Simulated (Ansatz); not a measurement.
What does this script print? It uses Ansatz 0.2.0 through its Python package.

The script, `ch3brssi_methods.py`:
```python
"""One geometry of CH3BrSSi, method by method."""

from pathlib import Path

import ansatz as az
import numpy as np


def main() -> None:
    geometry_ang = [
        ("Br", (-2.4584, -0.7549, 0.2685)),
        ("Si", (-0.7203, 0.4077, -0.3135)),
        ("C", (0.7935, -0.098, 0.4546)),
        ("S", (0.8643, -1.0329, -0.9473)),
        ("H", (-0.801, 1.3892, -1.4349)),
        ("H", (0.7436, -0.6267, 1.4028)),
        ("H", (1.6395, 0.6476, 0.5241)),
    ]
    ch3brssi = az.Crystal.molecule()
    for symbol, xyz in geometry_ang:
        ch3brssi = ch3brssi.atom(symbol, xyz)

    base = ch3brssi.calculation().basis(gaussian="def2-SVP")

    print("functional    E (Ha)        dipole (D)   HOMO (eV)  LUMO (eV)")
    for name in ["b3lyp", "hf", "r2scan0", "lc_wpbe"]:
        r = base.functional(name).forces().orbitals().run(runs_dir="runs").report
        lines = Path(r["orbitals_path"]).read_text().splitlines()
        field_of = lambda key: [line.split("=")[1].strip() for line in lines if line.startswith(key)]
        orbitals = [(27.211386 * float(e), s, float(n)) for e, s, n in zip(field_of("Ene="), field_of("Spin="), field_of("Occup="))]
        homo = max(e for e, _, n in orbitals if n > 0.5)
        lumo = min(e for e, _, n in orbitals if n < 0.5)
        dipole = 4.803205 * np.linalg.norm(r["charge_distribution"]["dipole_moment_e_ang"])
        print(f"{name:10s} {r['free_energy_ev'] / 27.211386246:14.6f} {dipole:9.3f} {homo:11.3f} {lumo:10.3f}")


if __name__ == "__main__":
    main()
```

`python ch3brssi_methods.py` gives:
```text
functional    E (Ha)        dipole (D)   HOMO (eV)  LUMO (eV)
b3lyp        -3301.260610     2.462      -6.034     -1.594
hf           -3297.931755     3.273      -9.054      1.719
r2scan0      -3301.107787     2.694      -6.542     -1.429
lc_wpbe      -3300.609160     2.911      -9.030      0.621
```

Total energies depend on the basis set; only differences at equal settings carry meaning. The geometry is a force-field or estimated start, not a minimum of this method, and the basis set is short of its limit. A lower total doesn't mark the better method: functionals have no common bound, and MP2 and coupled cluster aren't variational. b3lyp holds the VWN-RPA fit, as in Gaussian; the form of ORCA and Turbomole is b3lyp5. Levels such as HOMO and LUMO are orbital energies: with these approximate functionals they aren't the ionisation energy and electron affinity, and their gap isn't the fundamental gap. Finished in 20 s on 1 thread of Arm Neoverse V1, on a shared host, peak memory 0.29 GiB.
